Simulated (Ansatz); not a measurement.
# NiMoIrPdW (P-3m1) in Ansatz: band structure with r2SCAN

Aim: the band structure of NiMoIrPdW with r2SCAN.

Program: Ansatz 0.2.0. These are calculated values, not measurements. Logs are shortened: lines on timing, memory, paths and dates and some standing lists are left out, and cuts for length are marked.

## Step 1: The structure

The structure is trigonal, space group P-3m1 (No. 164). The conventional cell has a = 2.771 Å, b = 2.771 Å, c = 22.020 Å, α = 90.00°, β = 90.00°, γ = 120.00°. Around Ni (site symmetry 3m) lie 3 Mo at 2.55 Å and 3 Pd at 2.65 Å and 6 Ni at 2.77 Å. Around Mo (site symmetry 3m) lie 3 Ni at 2.55 Å and 3 Ir at 2.76 Å and 6 Mo at 2.77 Å. Pd (site symmetry 3m) is surrounded by 3 Ni at 2.65 Å and 9 Pd at 2.77 to 2.84 Å. Ir (site symmetry 3m) has 3 Mo at 2.76 Å and 3 W at 2.77 Å and 6 Ir at 2.77 Å as nearest neighbours. Around W (site symmetry 3m) lie 3 Ir at 2.77 Å and 9 W at 2.77 to 2.93 Å.

The cell was built by a generator and needn't be a form met in nature.

## Step 2: Band structure, r2SCAN, non-collinear spin, ferromagnetic start, spin-orbit coupling

Input file input.yaml:

```yaml
crystal:
  lattice:
    - [2.77085, 0.0, 0.0]
    - [-1.38543, 2.39963, 0.0]
    - [0.0, 0.0, 22.01961]
  atoms:
    - { symbol: Ni, position: [0.33333, 0.66667, 0.85081], spin: 1.0, spin_axis: [0.0, 0.0, 1.0] }
    - { symbol: Ni, position: [0.66667, 0.33333, 0.14919], spin: 1.0, spin_axis: [0.0, 0.0, 1.0] }
    - { symbol: Mo, position: [0.66667, 0.33333, 0.76059], spin: 1.0, spin_axis: [0.0, 0.0, 1.0] }
    - { symbol: Mo, position: [0.33333, 0.66667, 0.23941], spin: 1.0, spin_axis: [0.0, 0.0, 1.0] }
    - { symbol: Pd, position: [0.33333, 0.66667, 0.05329] }
    - { symbol: Pd, position: [0.66667, 0.33333, 0.94671] }
    - { symbol: Ir, position: [0.33333, 0.66667, 0.65827], spin: 0.6, spin_axis: [0.0, 0.0, 0.6] }
    - { symbol: Ir, position: [0.66667, 0.33333, 0.34173], spin: 0.6, spin_axis: [0.0, 0.0, 0.6] }
    - { symbol: W, position: [0.33333, 0.66667, 0.44418] }
    - { symbol: W, position: [0.66667, 0.33333, 0.55582] }
hamiltonian:
  xc: r2scan
  pseudopotentials: { kind: paw_fr }
magnetization:
  noncollinear: true
  spin_orbit: true
kpoints:
  mp_grid: { grid: [8, 8, 1] }
  band_path:
    path:
      - [[0.0, 0.0, 0.0], [0.5, 0.0, 0.0], [0.3333333333, 0.3333333333, 0.0], [0.0, 0.0, 0.0], [0.0, 0.0, 0.5], [0.5, 0.0, 0.5], [0.3333333333, 0.3333333333, 0.5], [0.0, 0.0, 0.5]]
      - [[0.5, 0.0, 0.5], [0.5, 0.0, 0.0]]
      - [[0.3333333333, 0.3333333333, 0.0], [0.3333333333, 0.3333333333, 0.5]]
    npoints: 10
scf:
  occupations: { method: fermi_dirac, width: 0.05 }
  n_extra_bands: 25
output:
  forces: true
  stress: true
  eigenvalues: true
  fatbands: true
  write_density: true
  write_potential: true
  elf: true
  volumetric_format: npy
```

Potentials or basis: Ansatz PAW.

Command:

```sh
> ansatz run input.yaml --threads 8 --pin off --max-ram 20480MiB --backend cpu --events-out ev --progress --plain --runs-dir out
```

Output:

```text
Warning: the atoms were moved onto the symmetric positions of the space group found under crystal.symmetry.tolerance 1.0e-5 (fractional; no operation is sought that the atoms, as they stand in a round, miss by more than twice it, and no atom is moved by as much as it), and the run uses the moved positions. Before a round's move an operation carried an atom to 2.77e-5 Å from where it should land, the largest such distance. Atom 0 (counting from 0) moved farthest, by 1.60e-5 Å; the longest move in fractions of the cell, of whichever atom, is 0.47 of the tolerance, in 1 round. To run the atoms as typed, lower crystal.symmetry.tolerance until the operations that they miss are no longer found, or set crystal.symmetry.detect: false (a key that needs symmetry detection or time reversal refuses this as the deck is read). The positions used, in the order of the run's atom list: position: [0.3333333333333333, 0.6666666666666666, 0.85081]; position: [0.6666666666666666, 0.3333333333333333, 0.14919]; position: [0.6666666666666666, 0.3333333333333333, 0.76059]; position: [0.3333333333333333, 0.6666666666666666, 0.23941]; position: [0.3333333333333333, 0.6666666666666666, 0.05329]; position: [0.6666666666666666, 0.3333333333333333, 0.94671]; position: [0.3333333333333333, 0.6666666666666666, 0.65827]; position: [0.6666666666666666, 0.3333333333333333, 0.34173]; position: [0.3333333333333333, 0.6666666666666666, 0.44418]; position: [0.6666666666666666, 0.3333333333333333, 0.55582]; The lattice was moved too: crystal.lattice keeps the space group found at crystal.symmetry.tolerance 1.0e-5 only nearly: the operation that it misses by the most changes a squared length by the fraction 4.62e-6. The run uses the lattice that is a stretch of the typed one, with no rotation, onto the one that keeps every operation to a double's rounding (on a very oblique basis the stretch itself rounds by more); the deck's lattice vector that moved farthest moved by 3.53e-6 Å. To run the lattice as typed, set crystal.symmetry.tolerance under 4.49e-7, the least fraction by which an operation that the lattice misses changes a squared length (the same key also sets how far an atom may lie from its image, so lowering it can lose operations that the atoms keep only within it), or set crystal.symmetry.detect: false, as for the atoms. crystal.lattice made exact, in Å and degrees: [[2.7708520264577463, 2.8867513459737068e-6, 0.0], [-1.3854285132288733, 2.399626801664327, 0.0], [0.0, 0.0, 22.01961]]. Pasted over the deck's crystal.lattice, beside positions in fractional coordinates, it runs the same cell (given as lengths and angles, that cell in the form's own orientation, a rigid turn of the misfit's size from the one run here, for which a checkpoint.post_process_only pass over this run's state can be refused: where this run relaxes nothing, give such a pass this deck's own crystal.lattice, as typed; behind a relaxation, as crystal.lattice, the state's own cell, identity.cell in its checkpoint.json), and a matrix so pasted ends this notice, except on a very skew basis of the lattice, where the rounding of the pasted numbers themselves can read as a misfit: the cell is then moved again, and that move is told again. The lattice as run is in this notice's lattice.as_run_ang field (Run.prep()["deck_notices"] in Python, the deck_notice line of an events file, deck_notices of ansatz run --dry-run=json, or deck_notices in record.json in the deck's checkpoint.write directory).
Warning: RAYON_NUM_THREADS=8 ignored (pool sized by the plan → 8); use --threads N
[... 131 lines left out ...]
  k-point 1: bands = ["-86.2502", "-86.2502", "-85.8309", "-85.8309", "-73.7672", "-73.7672", "-73.7657", "-73.7657", "-65.7621", "-65.7446", "-65.6246", "-65.6070", "-54.8572", "-54.8524", "-54.8184", "-54.8137", "-46.4751", "-46.4751", "-46.4458", "-46.4458", "-44.3863", "-44.3863", "-44.3278", "-44.3278", "-44.2478", "-44.2478", "-43.9525", "-43.9525", "-42.2882", "-42.2882", "-42.2792", "-42.2792", "-39.8562", "-39.8562", "-39.8539", "-39.8539", "-33.6181", "-33.5683", "-33.5558", "-33.5028", "-29.2471", "-29.2303", "-29.1990", "-29.1809", "-29.1333", "-29.1100", "-29.0414", "-29.0212", "-26.5044", "-26.5043", "-26.4924", "-26.4923", "-26.3162", "-26.3162", "-26.3127", "-26.3126", "-25.4317", "-25.4303", "-25.3133", "-25.3118", "-17.0300", "-17.0300", "-17.0252", "-17.0252", "-15.9839", "-15.9819", "-15.6016", "-15.5993", "-15.3218", "-15.3152", "-15.2651", "-15.2587", "-14.6885", "-14.6884", "-14.6835", "-14.6835", "-14.2602", "-14.2602", "-14.2520", "-14.2520", "11.3525", "11.3576", "11.8545", "11.8607", "13.2849", "13.2973", "13.8107", "13.8279", "13.9890", "14.0242", "14.3096", "14.3116", "15.0214", "15.0266", "15.5414", "15.5479", "15.9023", "15.9803", "16.0238", "16.0631", "16.6288", "16.6476", "16.6524", "16.6598", "17.1906", "17.2337", "17.3754", "17.3926", "17.4949", "17.5507", "17.5619", "17.6458", "17.6650", "17.6816", "17.7332", "17.8262", "17.8884", "17.8924", "17.9460", "17.9536", "18.0362", "18.0411", "18.1016", "18.2109", "18.2520", "18.3033", "18.3338", "18.3897", "18.4646", "18.4996", "18.5476", "18.5682", "18.5889", "18.6766", "18.7060", "18.7548", "18.7770", "18.8096", "18.8295", "18.8764", "18.9229", "18.9566", "18.9763", "19.0132", "19.0360", "19.0673", "19.1052", "19.1339", "19.1911", "19.2138", "19.2785", "19.3026", "19.4422", "19.4641", "19.4943", "19.5648", "19.6102", "19.6192", "19.6645", "19.6719", "19.7779", "19.8035", "20.0365", "20.0453", "20.0850", "20.1054", "20.1722", "20.2180", "20.4265", "20.4860", "20.8250", "20.8623", "20.9484", "20.9891", "21.0347", "21.0914", "21.1675", "21.1965", "21.2994", "21.3106", "21.4490", "21.4593", "22.3560", "22.4006", "23.1025", "23.1287", "23.2151"]
  k-point 2: bands = ["-86.2485", "-86.2485", "-85.8291", "-85.8291", "-73.7537", "-73.7537", "-73.7522", "-73.7522", "-65.7477", "-65.7338", "-65.6103", "-65.5962", "-54.8129", "-54.8082", "-54.7819", "-54.7772", "-46.4815", "-46.4815", "-46.4497", "-46.4497", "-44.3906", "-44.3905", "-44.3401", "-44.3401", "-44.2486", "-44.2485", "-43.9646", "-43.9646", "-42.2153", "-42.2153", "-42.2064", "-42.2064", "-39.8945", "-39.8945", "-39.8920", "-39.8920", "-33.6471", "-33.6084", "-33.5825", "-33.5413", "-29.2940", "-29.2790", "-29.2484", "-29.2155", "-29.1740", "-29.1313", "-29.0979", "-29.0769", "-26.5833", "-26.5832", "-26.5676", "-26.5675", "-26.4135", "-26.4134", "-26.4107", "-26.4105", "-25.5141", "-25.5125", "-25.4230", "-25.4212", "-17.1589", "-17.1589", "-17.1539", "-17.1539", "-16.0719", "-16.0708", "-15.8417", "-15.8412", "-15.5727", "-15.5680", "-15.4516", "-15.4488", "-14.8522", "-14.8522", "-14.8472", "-14.8472", "-14.4606", "-14.4606", "-14.4548", "-14.4548", "12.8417", "12.8464", "13.1609", "13.1661", "14.3388", "14.3471", "14.8461", "14.8576", "14.8634", "14.8819", "15.0756", "15.0759", "15.4937", "15.4946", "15.8175", "15.8195", "16.0909", "16.1204", "16.2698", "16.3746", "16.5219", "16.5329", "16.5551", "16.5863", "16.7847", "16.8224", "16.8467", "16.8798", "16.9804", "17.0735", "17.2293", "17.2624", "17.4040", "17.4937", "17.5679", "17.6158", "17.6417", "17.7031", "17.7412", "17.7860", "17.8752", "18.0511", "18.1922", "18.2370", "18.2855", "18.3444", "18.4121", "18.4465", "18.5078", "18.5564", "18.5778", "18.6234", "18.6439", "18.6970", "18.7242", "18.7974", "18.8217", "18.8822", "18.9559", "18.9775", "19.0140", "19.0511", "19.0625", "19.1374", "19.1731", "19.1855", "19.2271", "19.2397", "19.2537", "19.3092", "19.3445", "19.3900", "19.4522", "19.4743", "19.5534", "19.6306", "19.6465", "19.6650", "19.6919", "19.7282", "19.7439", "19.8096", "19.9399", "19.9649", "20.1557", "20.3187", "20.4944", "20.6932", "20.8740", "20.9418", "21.6323", "21.6644", "21.7482", "21.7573", "22.0952", "22.1023", "22.1924", "22.2125", "22.3378", "22.3504", "22.6421", "22.6627", "22.8261", "22.8562", "23.2157", "23.2262", "23.4544"]
  k-point 9: bands = ["-86.2455", "-86.2455", "-85.8261", "-85.8261", "-73.7305", "-73.7305", "-73.7291", "-73.7291", "-65.7206", "-65.7180", "-65.5830", "-65.5804", "-54.7307", "-54.7260", "-54.7251", "-54.7203", "-46.4928", "-46.4920", "-46.4568", "-46.4561", "-44.3980", "-44.3970", "-44.3611", "-44.3593", "-44.2510", "-44.2504", "-43.9867", "-43.9845", "-42.0890", "-42.0881", "-42.0804", "-42.0794", "-39.9598", "-39.9591", "-39.9576", "-39.9569", "-33.6901", "-33.6835", "-33.6213", "-33.6143", "-29.4027", "-29.3940", "-29.2723", "-29.2582", "-29.2231", "-29.2006", "-29.1948", "-29.1696", "-26.7398", "-26.7374", "-26.7306", "-26.7281", "-26.5563", "-26.5546", "-26.5396", "-26.5380", "-25.6410", "-25.6391", "-25.6243", "-25.6223", "-17.3992", "-17.3973", "-17.3948", "-17.3944", "-16.2663", "-16.2614", "-16.2150", "-16.2102", "-15.9087", "-15.9068", "-15.8180", "-15.8159", "-15.1014", "-15.0942", "-15.0930", "-15.0894", "-14.8062", "-14.8025", "-14.7995", "-14.7951", "14.9355", "14.9387", "14.9965", "14.9993", "15.2562", "15.2570", "15.4061", "15.4077", "15.6707", "15.6725", "15.8285", "15.8316", "16.1266", "16.1297", "16.2313", "16.2584", "16.2690", "16.3360", "16.5222", "16.5484", "16.6280", "16.6644", "16.6797", "16.7133", "16.7358", "16.8005", "16.8586", "16.9336", "17.0144", "17.0887", "17.2584", "17.2911", "17.3430", "17.3735", "17.3834", "17.4402", "17.4814", "17.5230", "17.5408", "17.6101", "17.9063", "17.9990", "18.0337", "18.0947", "18.1370", "18.1652", "18.1677", "18.2318", "18.2515", "18.3143", "18.3523", "18.3733", "18.4167", "18.4469", "18.5600", "18.5866", "18.7660", "18.8070", "18.9348", "19.0505", "19.0684", "19.0727", "19.2595", "19.4678", "19.5596", "19.7492", "19.8289", "19.9167", "19.9992", "20.0612", "20.1401", "20.2308", "20.2828", "20.3915", "20.4505", "20.4648", "20.5408", "20.5907", "20.7283", "20.7747", "20.9995", "21.0244", "21.1612", "21.2436", "21.7058", "21.7585", "22.2166", "22.2587", "22.2778", "22.3202", "22.6083", "22.6236", "22.7152", "22.7464", "23.1650", "23.1723", "23.9422", "23.9453", "24.4366", "24.4376", "25.1566", "25.2146", "25.5517", "25.5761", "25.7055", "25.7250", "25.7568"]
```

Run time: 9.1 min. Hardware: 8 threads of Intel Xeon at 2.50GHz (Skylake/Cascade Lake), shared host; peak memory 6.6 GiB.

What came out:

- Free energy: -80161.9324 eV
- Pressure: -5.1 GPa
- Largest force: 0.066 eV/Å
- Band gap on the k mesh: none (metal or under the smearing width)
- Net moment: 0.72 μB per cell
- Absolute moment: 0.94 μB per cell

Forces on the atoms (eV/Å):
```
Ni   0.000  0.000  0.058
Ni   0.000  0.000 -0.058
Mo   0.000  0.000 -0.026
Mo   0.000  0.000  0.026
Pd   0.000  0.000  0.066
Pd   0.000  0.000 -0.066
Ir   0.000  0.000 -0.014
Ir   0.000  0.000  0.014
W    0.000  0.000 -0.065
W    0.000  0.000  0.065
```

Stress tensor (GPa, compression positive):
```
-5.14  0.00  0.00
 0.00 -5.14  0.00
 0.00  0.00 -4.94
```

Levels at the corners of the path, in eV from the Fermi level:
```csv
point,band 156,band 157,band 158,band 159,band 160,band 161,band 162,band 163,band 164,band 165
Γ,-0.96,-0.90,-0.85,-0.70,-0.70,-0.68,-0.64,-0.59,-0.58,-0.34
M,0.21,0.72,0.74,0.97,0.98,1.03,1.03,1.31,1.32,1.46
K,-0.25,-0.17,-0.11,-0.09,-0.04,0.17,0.18,0.50,0.60,1.00
Γ,-0.96,-0.90,-0.85,-0.70,-0.70,-0.68,-0.64,-0.59,-0.58,-0.34
A,-1.05,-1.02,-1.02,-0.92,-0.91,-0.67,-0.57,-0.56,-0.51,-0.43
L,0.33,0.80,0.80,0.89,0.89,1.08,1.09,1.13,1.17,1.34
H,-0.25,-0.16,-0.11,-0.10,0.00,0.17,0.18,0.43,0.51,1.05
A,-1.05,-1.02,-1.02,-0.92,-0.91,-0.67,-0.57,-0.56,-0.51,-0.43
L,0.33,0.80,0.80,0.89,0.89,1.08,1.09,1.13,1.17,1.34
M,0.21,0.72,0.74,0.97,0.98,1.03,1.03,1.31,1.32,1.46
K,-0.25,-0.17,-0.11,-0.09,-0.04,0.17,0.18,0.50,0.60,1.00
H,-0.25,-0.16,-0.11,-0.10,0.00,0.17,0.18,0.43,0.51,1.05
```

Moments on the atoms (μB; x, y, z):
```
Ni   0.00  0.00  0.25
Ni   0.00  0.00  0.25
Mo   0.00  0.00  0.00
Mo   0.00  0.00  0.00
Pd   0.00  0.00  0.12
Pd   0.00  0.00  0.12
Ir   0.00  0.00  0.00
Ir   0.00  0.00  0.00
W    0.00  0.00 -0.01
W    0.00  0.00 -0.01
```

Caveat: the magnetic or orbital state may not be the lowest; the PAW data sets come from PBE, with cores solved anew for the run's functional, which leaves a small shift of forces and pressure.
